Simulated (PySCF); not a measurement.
# The bond of WF+, level by level

One job finds the state of WF+, follows it along the bond with each method and fits the curves.

Computed with PySCF 2.14.0. Level: W def2-TZVPPD with ECP60, F def2-TZVPPD, scalar-relativistic core potentials.

## Step 1: Set-up

A driver script around PySCF takes these settings:

| Property | Result |
| --- | --- |
| atoms | W, F |
| charge | 1 |
| basis | W def2-TZVPPD with ECP60, F def2-TZVPPD |
| Hamiltonian | scalar-relativistic core potentials |
| basis functions | 99 |
| electrons treated | 22 |
| masses in u | 183.9509, 18.9984 |
| levels | PBE0, PBE, r²SCAN, M06, BLYP, M06-L, TPSSh, LDA, ωB97X-V, HF, MP2, SCS-MP2, CCSD, CCSD(T) |
| grid | 80 radial by 434 angular points |
| occupations | held fixed by the projection of orbital angular momentum |
| dissociation limit | W+ + F, each in its ground configuration |
| starting distance in angstrom | 2.000 |
| values of 2S to try | 0, 2, 4, 6, 8 |

The run is started by

```
$ OMP_NUM_THREADS=2 python dia.py task.json out
```

The runs that follow: First curve: PBE0; Higher solutions at PBE0; PBE (GGA); r²SCAN; M06; BLYP (GGA); M06-L (meta-GGA); TPSSh (hybrid meta-GGA); LDA; ωB97X-V; UHF; Adding correlation.

Before running it: what results should come out? Wanted: for each run, Re; ωe; De; μ.

The runs gave:

Lowest PBE0 solution found, without spin–orbit coupling: ⁵Π (quintet), unpaired electrons σ ↑, π ↑, δ ↑↑. State 2 has its PBE0 minimum 0.83 eV higher. State 3 has its PBE0 minimum 0.84 eV higher. State 4 has its PBE0 minimum 1.10 eV higher, as a spin-mixed determinant (⟨S²⟩ = 3.01), so this is no gap between pure states. The other levels ran on the lowest alone.

| level | Re (Å) | ωe (cm⁻¹) | De (eV) | μ (D) |
| --- | --- | --- | --- | --- |
| UHF | 1.800 | 775 | 2.70 | -4.20 |
| UHF-MP2 | 1.784 | 800 | 5.23 | n/a |
| UHF-SCS-MP2 | 1.791 | 789 | 5.13 | n/a |
| UHF-CCSD | 1.791 | 790 | 4.75 | n/a |
| UHF-CCSD(T) | 1.794 | 784 | 5.03 | n/a |
| LDA | 1.773 | 805 | 6.51 | -2.47 |
| PBE | 1.796 | 764 | 5.56 | -2.61 |
| BLYP | 1.809 | 748 | 5.50 | -2.70 |
| r²SCAN | 1.791 | 780 | 5.21 | -2.87 |
| M06-L | 1.801 | 761 | 5.47 | -3.11 |
| TPSSh | 1.794 | 779 | 5.23 | -2.93 |
| PBE0 | 1.784 | 790 | 5.02 | -3.05 |
| M06 | 1.788 | 782 | 5.30 | -3.28 |
| ωB97X-V | 1.790 | 786 | 5.24 | -3.26 |

De is counted to W+ + F in their ground configurations. A positive dipole points from W to F; in an ion it is taken about the centre of mass and does not tell which atom is negative.

Differences from CCSD(T) in the same basis:

| level | Re (mÅ) | ωe (%) |
| --- | --- | --- |
| UHF | +6 | -1.1 |
| UHF-MP2 | -10 | +2.0 |
| UHF-SCS-MP2 | -3 | +0.6 |
| UHF-CCSD | -3 | +0.8 |
| LDA | -21 | +2.7 |
| PBE | +2 | -2.5 |
| BLYP | +15 | -4.6 |
| r²SCAN | -3 | -0.5 |
| M06-L | +7 | -2.9 |
| TPSSh | 0 | -0.7 |
| PBE0 | -10 | +0.7 |
| M06 | -6 | -0.3 |
| ωB97X-V | -4 | +0.2 |

**Reading.** Judged by CCSD(T) in the same basis: best bond length TPSSh (0 mÅ), worst LDA (-21 mÅ); best wavenumber ωB97X-V (+0.2 %), worst BLYP (-4.6 %). Of the levels with a De here, UHF gives the least (2.70 eV) and LDA the most (6.51 eV).

Correlated steps freeze 1 core orbital. These are scalar-relativistic numbers at best; spin–orbit coupling would shift them, the dissociation energy most. The state is the lowest single determinant that the PBE0 search found; with open d or f shells the true ground state can be another one. At some levels the lowest empty orbital lies below the highest filled one (the two can be of opposite spin). With spin–orbit coupling the term label itself may not hold.
